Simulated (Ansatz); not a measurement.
# CH2BrNO: the cost of one run

Method: the settings change from run to run; program: Ansatz 0.2.0, Gaussian basis.

## (1) The relaxed structure

The structure was relaxed beforehand with PBE0-D4 in a triple-zeta def2 set.

SMILES `N=C(O)Br`, 6 atoms, charge 0, spin multiplicity 1.

Atoms are counted from 1 here; the program's logs count them from 0.

Bond lengths: N1–C2 1.249 Å, N1–H5 1.019 Å, C2–O3 1.341 Å, C2–Br4 1.889 Å, O3–H6 0.966 Å. Angles: C2–N1–H5 113.2°, N1–C2–O3 131.1°, N1–C2–Br4 120.0°, O3–C2–Br4 108.9°, C2–O3–H6 108.9°.

## (2) B3LYP5/pcseg-2

Set apart from the defaults: charge +1, multiplicity 2.

File in.yaml:

```yaml
crystal:
  periodic: [false, false, false]
  atoms:
    - {symbol: N, position_ang: [0.068919, 0.790275, -0.888393]}
    - {symbol: C, position_ang: [-0.294265, -0.166165, -0.172085]}
    - {symbol: O, position_ang: [0.204138, -0.645969, 0.976571]}
    - {symbol: Br, position_ang: [-1.790606, -1.206140, -0.670972]}
    - {symbol: H, position_ang: [0.884805, 1.278208, -0.522583]}
    - {symbol: H, position_ang: [0.969209, -0.114113, 1.231261]}
basis:
  gaussian: {orbitals: pcseg-2}
total_charge: 1
magnetization: {spin_polarized: true, initial_magnetization: 1}
hamiltonian: {xc: {name: B3LYP5}}
```

Started as:

```
ansatz run in.yaml --threads 2 --pin off --events-out ev --progress --plain --max-ram 4352MiB
```

What time and memory should one allow on 2 threads of Arm Neoverse V2, shared host?

About 28 s, with a peak of 0.6 GiB.
